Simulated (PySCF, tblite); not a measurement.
# C6H11OSi radical: geometry, infrared bands and EPR parameters

What infrared bands and EPR parameters should C6H11OSi radical (`C=C(O[SiH2])C1CCC1`) show?

Programs: tblite 0.8.0 and PySCF 2.14.0, with density-fitted response routines of our own. Each step states its level of theory. These are calculated values for one molecule in the gas phase, unless marked as measured. Atoms count from 0, in the outputs and in this text.

## 1. Starting geometry

19 atoms, charge 0, multiplicity 2; geometry from: force field or distance geometry start.

Bonds of the start (Å): C0–C1 1.34, C1–O2 1.38, O2–Si3 1.66, C1–C4 1.50, C4–C5 1.56, C5–C6 1.54, C6–C7 1.55, C7–C4 1.56, C0–H8 1.08, C0–H9 1.09, Si3–H10 1.49, Si3–H11 1.47, C4–H12 1.10, C5–H13 1.10, C5–H14 1.09, C6–H15 1.11, C6–H16 1.09, C7–H17 1.08, C7–H18 1.09.

## 2. Optimising the geometry with GFN2-xTB

What the job is given:

```
{"job": {"kind": "relax", "xc": "GFN2-xTB", "basis": "xTB"}, "charge": 0, "multiplicity": 2}
C      0.928500    -1.929500    -1.012700
C      0.871600    -0.699500    -0.475900
O      1.894100     0.210700    -0.685500
Si     3.052000     0.444300     0.474400
C     -0.306600    -0.279200     0.345400
C     -1.710800    -0.502000    -0.307000
C     -2.141900     0.819000     0.362900
C     -0.654400     1.242300     0.322600
H      1.762800    -2.230000    -1.631500
H      0.120300    -2.650700    -0.861500
H      2.423200     0.975700     1.715800
H      4.055400     1.411600    -0.000200
H     -0.253700    -0.674600     1.371500
H     -1.725000    -0.458600    -1.403000
H     -2.246500    -1.385900     0.027900
H     -2.536200     0.688200     1.394700
H     -2.833300     1.440400    -0.203900
H     -0.315300     1.814100     1.176700
H     -0.393900     1.773000    -0.596900
```

The run is started by

```console
$ OMP_NUM_THREADS=1 python probes_run.py task.json out
```

One launch serves the whole session: the jobs run in the order shown.

The program printed:

```text
step      E/eV     max force
  0    -658.27217    1.487
  1    -658.36878    0.787
  2    -658.43897    0.705
  3    -658.46938    0.449
  4    -658.48414    0.361
  5    -658.49498    0.322
  6    -658.50960    0.353
  7    -658.52327    0.311
  8    -658.53660    0.311
  9    -658.54910    0.282
 10    -658.56043    0.290
 11    -658.56884    0.238
 12    -658.57424    0.144
 13    -658.57800    0.138
 14    -658.58213    0.201
 15    -658.58690    0.231
 16    -658.59148    0.161
 17    -658.59543    0.138
 18    -658.59933    0.154
 19    -658.60391    0.208
 20    -658.60894    0.210
 21    -658.61367    0.158
 22    -658.61780    0.161
 23    -658.62160    0.168
 24    -658.62512    0.166
 25    -658.62805    0.119
 26    -658.63057    0.126
 27    -658.63336    0.131
 28    -658.63652    0.164
 29    -658.63947    0.130
 30    -658.64178    0.129
 31    -658.64370    0.130
 32    -658.64571    0.117
 33    -658.64813    0.114
 34    -658.65068    0.096
 35    -658.65288    0.117
 36    -658.65466    0.106
 37    -658.65633    0.097
 38    -658.65808    0.099
 39    -658.65979    0.094
 40    -658.66135    0.101
 41    -658.66282    0.085
 42    -658.66431    0.108
 43    -658.66581    0.089
 44    -658.66733    0.075
 45    -658.66831    0.087
 46    -658.66971    0.074
 47    -658.67138    0.103
 48    -658.67342    0.117
 49    -658.67531    0.131
 50    -658.67684    0.131
 51    -658.67797    0.072
 52    -658.67884    0.060
 53    -658.67964    0.081
 54    -658.68043    0.099
 55    -658.68132    0.119
 56    -658.68238    0.093
 57    -658.68352    0.073
 58    -658.68434    0.056
 59    -658.68485    0.045
 60    -658.68519    0.045
 61    -658.68551    0.035
 62    -658.68576    0.033
 63    -658.68592    0.026
 64    -658.68602    0.021
 65    -658.68613    0.022
 66    -658.68625    0.024
 67    -658.68635    0.021
 68    -658.68642    0.017
 69    -658.68648    0.017
 70    -658.68655    0.021
 71    -658.68665    0.022
 72    -658.68674    0.022
 73    -658.68682    0.022
 74    -658.68689    0.022
 75    -658.68698    0.027
 76    -658.68712    0.031
 77    -658.68727    0.028
 78    -658.68739    0.025
 79    -658.68748    0.024
 80    -658.68759    0.028
 81    -658.68773    0.029
 82    -658.68788    0.026
 83    -658.68804    0.031
 84    -658.68823    0.036
 85    -658.68851    0.054
 86    -658.68886    0.061
 87    -658.68919    0.045
 88    -658.68942    0.030
 89    -658.68960    0.034
 90    -658.68985    0.049
 91    -658.69023    0.061
 92    -658.69066    0.051
 93    -658.69103    0.037
 94    -658.69135    0.055
 95    -658.69172    0.053
 96    -658.69236    0.053
 97    -658.69308    0.064
 98    -658.69379    0.074
 99    -658.69426    0.083
100    -658.69460    0.081
101    -658.69511    0.102
102    -658.69603    0.051
103    -658.69703    0.055
104    -658.69780    0.108
105    -658.69845    0.069
106    -658.69899    0.044
107    -658.69972    0.058
108    -658.70025    0.149
109    -658.70097    0.083
110    -658.70166    0.065
111    -658.70206    0.078
112    -658.70234    0.036
113    -658.70256    0.030
114    -658.70278    0.029
115    -658.70290    0.020
116    -658.70300    0.020
117    -658.70306    0.017
118    -658.70312    0.019
119    -658.70319    0.015
120    -658.70324    0.020
121    -658.70329    0.019
122    -658.70334    0.016
123    -658.70340    0.016
124    -658.70348    0.018
125    -658.70357    0.026
126    -658.70363    0.030
127    -658.70372    0.026
128    -658.70379    0.021
129    -658.70389    0.022
130    -658.70394    0.020
131    -658.70403    0.023
132    -658.70411    0.024
133    -658.70417    0.021
134    -658.70420    0.011
135    -658.70423    0.011
136    -658.70425    0.008
```

Run time: 0.82 s. Hardware: 1 thread of Arm Neoverse V2, shared host.

Along the way: (not every step is listed)

```tsv
step	energy from step 0 (eV)	largest force (eV/Å)
0	0.0000	1.4875
1	-0.0966	0.7867
2	-0.1668	0.7045
3	-0.1972	0.4492
4	-0.2120	0.3607
5	-0.2228	0.3221
6	-0.2374	0.3532
7	-0.2511	0.3111
8	-0.2644	0.3108
20	-0.3368	0.2101
32	-0.3735	0.1172
44	-0.3952	0.0750
56	-0.4102	0.0932
68	-0.4143	0.0169
80	-0.4154	0.0283
92	-0.4185	0.0510
104	-0.4256	0.1082
116	-0.4308	0.0196
128	-0.4316	0.0214
131	-0.4319	0.0234
132	-0.4319	0.0238
133	-0.4320	0.0205
134	-0.4320	0.0108
135	-0.4321	0.0112
136	-0.4321	0.0075
```

Close pairs (by a distance rule), those that changed most:

```tsv
bond	before (Å)	after (Å)	change (Å)
C1–O2	1.385	1.348	-0.037
Si3–H10	1.490	1.458	-0.032
O2–Si3	1.655	1.627	-0.029
C4–C5	1.564	1.538	-0.027
Si3–H11	1.472	1.448	-0.024
C6–H15	1.112	1.088	-0.024
C0–H9	1.094	1.072	-0.022
C4–C7	1.561	1.547	-0.014
```

The end geometry stands in the next job.

## 3. Infrared spectrum with GFN2-xTB

What the job is given:

```
{"job": {"kind": "ir", "xc": "GFN2-xTB", "basis": "xTB"}, "charge": 0, "multiplicity": 2}
C      0.778314    -1.561214    -1.547516
C      0.907382    -0.744068    -0.505618
O      2.132653    -0.282269    -0.186397
Si     2.833312     0.468870     1.075227
C     -0.200454    -0.244109     0.369038
C     -1.649854    -0.712612     0.160007
C     -2.120594     0.744736     0.269367
C     -0.666071     1.209538     0.120027
H      1.640160    -1.856746    -2.117798
H     -0.170340    -1.955701    -1.852457
H      2.158050     1.698847     1.471652
H      4.189272     0.587319     0.581424
H      0.118821    -0.376377     1.409158
H     -1.823622    -1.126836    -0.828661
H     -2.034159    -1.403811     0.906780
H     -2.535832     0.980037     1.247302
H     -2.812838     1.082881    -0.498584
H     -0.322066     1.958128     0.830731
H     -0.431936     1.542638    -0.889743
```

The program printed:

```text
mode    cm-1     km/mol
  1      30.5      0.32
  2      74.2      0.82
  3      88.1      0.03
  4     120.4      1.09
  5     132.7      0.94
  6     216.5      0.59
  7     295.7      0.19
  8     395.7      4.54
  9     436.9      0.63
 10     585.9      2.72
 11     598.4     71.04
 12     618.5     69.23
 13     635.8      1.07
 14     685.4      0.63
 15     728.9     29.39
 16     747.1    163.42
 17     807.1      6.41
 18     817.2      7.59
 19     825.7     31.87
 20     886.1      1.91
 21     992.2      1.26
 22    1017.9      9.37
 23    1036.7      1.07
 24    1044.3     47.91
 25    1079.9      1.56
 26    1091.8      9.44
 27    1128.1     19.45
 28    1186.1      1.42
 29    1197.3      0.45
 30    1228.6      5.80
 31    1234.6    124.04
 32    1246.4      1.07
 33    1259.6     86.52
 34    1260.8     12.77
 35    1337.8     41.73
 36    1391.3      5.13
 37    1469.1      0.01
 38    1472.4      0.19
 39    1492.9      0.13
 40    1682.5    155.71
 41    2277.7    333.50
 42    2383.3    332.21
 43    2909.2     32.09
 44    2995.9      4.13
 45    3006.9     41.02
 46    3011.3     15.66
 47    3017.2     67.79
 48    3020.5     71.09
 49    3039.8     35.81
 50    3134.6     10.66
 51    3174.4     24.03
```

Run time: 0.57 s. Hardware: 1 thread of Arm Neoverse V2, shared host.

Which atoms move in the most intense modes:

```tsv
cm⁻¹	km/mol	atoms
598	71.0	H10 57 %, H11 21 %
747	163.4	H11 36 %, H10 31 %, Si3 14 %
1235	124.0	H12 30 %, C1 21 %, O2 16 %, H17 11 %
1260	86.5	C1 14 %, C7 14 %, H18 14 %, H17 11 %
1682	155.7	C1 55 %, C0 38 %
2278	333.5	H10 97 %
2383	332.2	H11 97 %
3020	71.1	H15 56 %, H14 26 %
```

## 4. g tensor and hyperfine couplings: B3LYP/pcH-1

The job, as its differences from that of step 3:

```diff
@@ -1,2 +1,2 @@
-{"job": {"kind": "ir", "xc": "GFN2-xTB", "basis": "xTB"}, "charge": 0, "multiplicity": 2}
+{"job": {"kind": "epr", "basis": "pcH-1"}, "charge": 0, "multiplicity": 2}
 C      0.778314    -1.561214    -1.547516
```

Method: UKS B3LYP, pcH-1 on C H O Si, non-relativistic, mean-field spin-orbit, GIAO.

The program printed:

```text
UKS, coarse grid
  cycle   1  E = -599.80937410  |g| = 5.66e-01
  cycle   2  E = -599.56428272  |g| = 9.55e-01
  cycle   3  E = -599.92831820  |g| = 1.30e-01
  cycle   4  E = -599.93331148  |g| = 6.45e-02
  cycle   5  E = -599.93515607  |g| = 1.69e-02
  cycle   6  E = -599.93528203  |g| = 8.25e-03
  cycle   7  E = -599.93531796  |g| = 1.05e-03
  cycle   8  E = -599.93531966  |g| = 4.73e-04
UKS, final grid
  cycle   1  E = -599.93531178  |g| = 5.53e-04
  cycle   2  E = -599.93531162  |g| = 9.16e-04
  cycle   3  E = -599.93531191  |g| = 1.07e-04
  cycle   4  E = -599.93531192  |g| = 4.14e-05
  cycle   5  E = -599.93531192  |g| = 3.64e-05
  cycle   6  E = -599.93531192  |g| = 1.07e-05
E = -599.93531192 Eh   <S^2> = 0.7521 (exact 0.7500)
g shifts (ppm)      1          2          3
  rmc          -150       -150       -150
  gc             64          6         54
  oz_so        -761         15       2066
  total        -848       -130       1970
hyperfine (MHz)  atom isotope    a_iso     a_fc   dipolar eigenvalues
    0   13C       6.47       6.49     -5.86     -5.06     10.92
    1   13C      -6.64      -6.64     -5.85      1.73      4.12
    2   17O     -14.76     -14.68    -35.94     17.35     18.59
    3  29Si    -501.94    -502.93   -151.98     75.28     76.70
    4   13C       1.60       1.60     -0.95     -0.11      1.06
    5   13C      -0.31      -0.31     -0.17     -0.12      0.29
    6   13C       0.06       0.05     -0.15     -0.10      0.25
    7   13C      -1.00      -1.01     -0.38     -0.19      0.56
    8    1H      -4.60      -4.59     -1.36     -0.73      2.09
    9    1H      -4.76      -4.75     -3.06     -0.46      3.51
   10    1H      99.59      99.58     -8.75      0.75      8.01
   11    1H      72.92      72.91     -8.19      0.29      7.90
   12    1H      -1.63      -1.63     -3.54     -2.30      5.84
   13    1H       0.74       0.74     -0.59     -0.37      0.96
   14    1H       0.05       0.05     -0.58     -0.45      1.04
   15    1H      -0.06      -0.06     -0.46     -0.42      0.88
   16    1H      -0.03      -0.03     -0.35     -0.31      0.66
   17    1H       0.94       0.94     -1.36     -1.15      2.51
   18    1H       0.33       0.33     -1.00     -0.69      1.69
```

Wall time 1.8 min (1 thread of Arm Neoverse V2, shared host); peak memory 1.1 GiB.

Principal g values 2.00147, 2.00219, 2.00429; g(iso) = 2.00265, against 2.00232 for a free electron.

Hyperfine couplings; where a row names several nuclei, a(iso) is their mean (it holds for fast rotation or exchange) and the dipolar term the largest among them:

```tsv
nuclei	isotope	a(iso) (MHz)	a(iso) (G, at g = 2.0023)	largest dipolar term (MHz)
Si3	29Si	-501.9	-179.1	-152.0
H10, H11	1H	86.3	30.8	-8.8
O2	17O	-14.8	-5.3	-35.9
C1	13C	-6.6	-2.4	-5.9
C0	13C	6.5	2.3	10.9
H9	1H	-4.8	-1.7	3.5
H8	1H	-4.6	-1.6	2.1
H12	1H	-1.6	-0.6	5.8
C4	13C	1.6	0.6	1.1
C5, C7	13C	-0.7	-0.2	0.6
H13, H18	1H	0.5	0.2	1.7
H14, H17	1H	0.5	0.2	2.5
H15	1H	-0.1	0.0	0.9
C6	13C	0.1	0.0	0.3
```

Mulliken spin populations:

C0 0.08; C1 -0.04; O2 0.07; Si3 0.84; C4 0.00; C5 0.00; C6 0.00; C7 0.00; H8 0.00; H9 0.00; H10 0.04; H11 0.02; H12 0.00; H13 0.00; H14 0.00; H15 0.00; H16 0.00; H17 0.00; H18 0.00

In first order the couplings over 0.8 MHz of 1H give 24 distinct lines over 65.5 G, if the averaged nuclei exchange fast; the same motion can average rows kept apart here too.

The fields below are evaluated on a grid from the run's orbitals.

ELF in a plane through or near 8 of the atoms.

Ten even steps from '0' (0.00) to '9' (1.00):
```
0000000000000000000000000000
0000000000000000000000000000
0000000000000000000000000000
0000000068720000000000000000
0000000299940053000000000000
0000000499960698102630000000
0003773399950798238972000000
0039999204600365569961000000
0049999212300696511531000000
0028997268822565287520000000
0004870174556845477310000000
0000000488715743686200000000
0000000242177401999700000000
0000000000353660399800000000
0000000038983997025200000000
0000000059974999100000000000
0000000026741587100000000000
0000000000000000000000000000
0000000000000000000000000000
0000000000000000000000000000
```
The map spans 13.6 Å across and 10.7 Å up, centred on the molecule. Atoms in the plane (x, y in Å): C0 (-0.8, -2.2), C1 (-0.9, -0.9), O2 (-2.1, -0.3), C6 (2.1, 0.7), H9 (0.1, -2.7), H10 (-2.1, 2.3), H11 (-4.2, 0.9), H13 (1.8, -1.4).

On the surface of density 0.002 e/bohr³ the electrostatic potential runs, from the 1st to the 99th percentile, from -0.91 V near O2 to 1.12 V near H10.

The spin density lies nearest to Si3 58 %; H10, H11 about 10 % each; O2 10 %.

## 5. Summary of results

| quantity | value |
| --- | --- |
| strongest single infrared mode (GFN2-xTB) | 2278 cm⁻¹, 334 km/mol |
| zero-point energy (GFN2-xTB) | 95.1 kcal/mol |
| g(iso) (B3LYP) | 2.00265 |
| ⟨S²⟩ | 0.752 (exact 0.75) |
| largest a(iso) (averaged by class) | 29Si on Si3, -501.9 MHz |
| potential on the surface of density 0.002 e/bohr³, 1st and 99th percentile | -0.91 V and 1.12 V |

**Reading.** The optimisation took 136 steps and gained 0.432 eV; among the close pairs (by a distance rule), C1–O2 changed most, from 1.385 to 1.348 Å. All 51 modes are real, so the xTB geometry is a minimum. The strongest single mode, at 2278 cm⁻¹, moves mainly H10. Unscaled tight-binding wavenumbers are off by several per cent, some by more. Its intensities can rank the bands wrongly. Most of the unpaired spin sits on Si3 (0.84 e). The isotropic g lies 0.3 ppt above the free-electron value. These values are for one conformer; the search (at its own cheap level) found 2 more, at 0.11, 0.13 kcal/mol, and measured spectra average over such forms.
